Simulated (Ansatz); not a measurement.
# Pd: the cost of one run

Computed with Ansatz 0.2.0 (DFT PBEsol, scalar-relativistic, plane waves, PAW, unless a step's input says otherwise).

1 further run of the same task is left out (it didn't finish).

## Step 1: Starting point

Symmetry: Fm-3m, No. 225, cubic system. The conventional cell has a = 3.917 Å, b = 3.917 Å, c = 3.917 Å, α = 90.00°, β = 90.00°, γ = 90.00°. Pd (site symmetry m-3m) is surrounded by 12 Pd at 2.77 Å.

As a file:

```
CELL_PARAMETERS angstrom
0.00000 1.95865 1.95865
1.95865 0.00000 1.95865
1.95865 1.95865 0.00000
ATOMIC_POSITIONS crystal
Pd 0.00000 0.00000 0.00000
```

Source of the structure: the Materials Project (structure only).

(A quick probe on a coarse mesh, which set the mesh and smearing, is not shown.)

## Step 3: The relaxation

The input, input.yaml:

```yaml
crystal:
  lattice:
    - [0.0, 1.95865079, 1.95865079]
    - [1.95865079, 0.0, 1.95865079]
    - [1.95865079, 1.95865079, 0.0]
  atoms:
    - { symbol: Pd, position: [0.0, 0.0, 0.0] }
basis:
  ecutwfc: 420
kpoints:
  mp_grid: { grid: [18, 18, 18] }
hamiltonian:
  xc: pbesol
scf:
  occupations: { method: gaussian, width: 0.1 }
output:
  forces: true
  stress: true
  eigenvalues: true
  write_density: true
  write_potential: true
  elf: true
  volumetric_format: npy
relax:
  adjacent_minimum: "off"
  f_tol: 0.005
  max_steps: 80
  cell: { stress_tol: 0.05 }
```

The run is started by

```sh
$ ansatz run input.yaml --threads 8 --pin off --max-ram 20480MiB --backend cpu --events-out ev --progress --plain --runs-dir out
```

Q: Estimate wall time and peak memory on 8 threads of Intel Xeon at 2.70GHz, shared host.

About 3.4 s, with a peak of 0.37 GiB.
